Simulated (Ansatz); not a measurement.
This script drives the Python package of Ansatz (0.2.0).

The script, `fh5si3.py`:
```python
"""A short Born-Oppenheimer trajectory of FH5Si3."""

import ansatz
import numpy as np

GEOMETRY = """
F    -1.79680    1.13150   -1.24500
Si   -0.62770    0.15310   -1.16210
Si    0.98090    0.75120    0.23530
Si   -0.36480   -0.92770    0.78240
H    -0.26900   -0.55680   -2.44270
H     0.84770    1.97800    1.09910
H     2.42430    0.26830   -0.01990
H     0.24150   -2.26720    0.78050
H    -1.34760   -0.57690    1.95540
"""


def main() -> None:
    molecule = ansatz.Crystal.molecule()
    for line in GEOMETRY.strip().splitlines():
        symbol, *xyz = line.split()
        molecule = molecule.atom(symbol, [float(v) for v in xyz])

    calculation = (
        molecule.calculation()
        .basis(gaussian="def2-SVP")
        .functional("pbe0")
        .md("nvt_nose_hoover", timestep=0.25, steps=30, temperature=200, initial_velocities="maxwell_boltzmann", seed=92, thermostat_time=50)
    )
    frames = []
    calculation.session().plan().execute(on_event=lambda e: frames.append(e["data"]) if e["event"] == "md_step" else None)
    print("t (fs)   E_pot (eV)      E_kin (eV)   T (K)   d(0-1) (A)")
    for f in frames[::2]:
        xyz = np.array(f["positions_ang"])
        print(f"{f['time_fs']:6.2f} {f['lagrangian_ev']:14.5f} {f['e_kin_ev']:10.5f} {f['temperature_k']:8.1f} {np.linalg.norm(xyz[0] - xyz[1]):9.4f}")
    kept = np.array([f["conserved_ev"] for f in frames])
    print(f"conserved energy moves by at most {1000 * np.ptp(kept):.3f} meV")


if __name__ == "__main__":
    main()
```

It is started by `python fh5si3.py`. How long does it take on 1 thread of AMD EPYC 9R14 (Zen 4), with other jobs on the host, and how much memory does it need?

It took about 70 s, with a peak of 0.26 GiB, for 1 run of the engine.

```console
$ python fh5si3.py
t (fs)   E_pot (eV)      E_kin (eV)   T (K)   d(0-1) (A)
  0.00   -26408.42498    0.18096    200.0    1.5267
  0.50   -26408.42140    0.17741    196.1    1.5272
  1.00   -26408.42536    0.18138    200.5    1.5285
  1.50   -26408.43790    0.19394    214.3    1.5307
  2.00   -26408.45935    0.21537    238.0    1.5337
  2.50   -26408.48917    0.24516    270.9    1.5376
  3.00   -26408.52600    0.28192    311.6    1.5423
  3.50   -26408.56770    0.32351    357.5    1.5477
  4.00   -26408.61160    0.36722    405.8    1.5538
  4.50   -26408.65468    0.41002    453.2    1.5605
  5.00   -26408.69404    0.44898    496.2    1.5677
  5.50   -26408.72725    0.48162    532.3    1.5754
  6.00   -26408.75276    0.50639    559.7    1.5835
  6.50   -26408.77021    0.52290    577.9    1.5919
  7.00   -26408.78055    0.53210    588.1    1.6005
  7.50   -26408.78585    0.53605    592.4    1.6093
conserved energy moves by at most 0.278 meV
```

Reading the output:
- Total energies depend on the basis set; only differences at equal settings carry meaning.
- The trajectory is only some femtoseconds long, so its temperature is not equilibrated; where the script doesn't relax first, it starts from a rough generated geometry.
- The temperature counts the internal degrees of freedom alone.

(Lines on the test bed's own set-up are left out of the output.)
